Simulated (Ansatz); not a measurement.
HfB:

```
Hf B
1.0
     0.00000    2.31000    2.31000
     2.31000    0.00000    2.31000
     2.31000    2.31000    0.00000
Hf B
1 1
Cartesian
  2.3100 2.3100 2.3100
  0.0000 0.0000 0.0000
```

```yaml
Program: Ansatz 0.2.0
Task: relaxation of cell and atoms
Functional: BLYP
Dispersion: D4
Potentials_or_basis: Ansatz PAW
Cutoff: "420 eV (not typed: the program's choice for these potentials)"
k_mesh: 10 × 10 × 10
Occupations: fermi-dirac, width 0.05 eV
Spin: no spin polarisation
```

At the start: volume 12.33 Å³/atom.

**Question.** How do energy, volume and symmetry change on relaxing?

**Answer.** It ends after 7 steps and the volume is 14.00 Å³/atom (+13.6 %); space group Fm-3m (No. 225, to 0.05 Å).

The path:
```
step  energy change (eV)  largest force (eV/Å)  volume (Å³)
   1              0.0000                0.0000        24.65
   2             -0.2486                0.0000        28.44
   3             -0.2527                0.0000        28.05
   4             -0.2528                0.0000        27.98
   5             -0.2563                0.0000        27.98
   6             -0.2563                0.0000        27.99
   7             -0.2563                0.0000        27.99
```

Final structure:
```cif
data_structure
_symmetry_space_group_name_H-M 'P 1'
_symmetry_Int_Tables_number 1
_cell_length_a 3.4082
_cell_length_b 3.4082
_cell_length_c 3.4082
_cell_angle_alpha 60.000
_cell_angle_beta 60.000
_cell_angle_gamma 60.000
_cell_volume 27.99
loop_
_atom_site_label
_atom_site_type_symbol
_atom_site_fract_x
_atom_site_fract_y
_atom_site_fract_z
_atom_site_occupancy
Hf1 Hf 0.50000 0.50000 0.50000 1
B1 B 0.00000 0.00000 0.00000 1
```

Caveat: the plane-wave basis is chosen anew once the cell has moved, so the energies of steps on either side of that aren't comparable; the volume moved by +14 % from the deposited cell, more than functionals usually miss; pairwise dispersion overbinds metals, which lowers pressure and volume; the PAW data sets come from PBE, with cores solved anew for the run's functional, which leaves a small shift of forces and pressure.
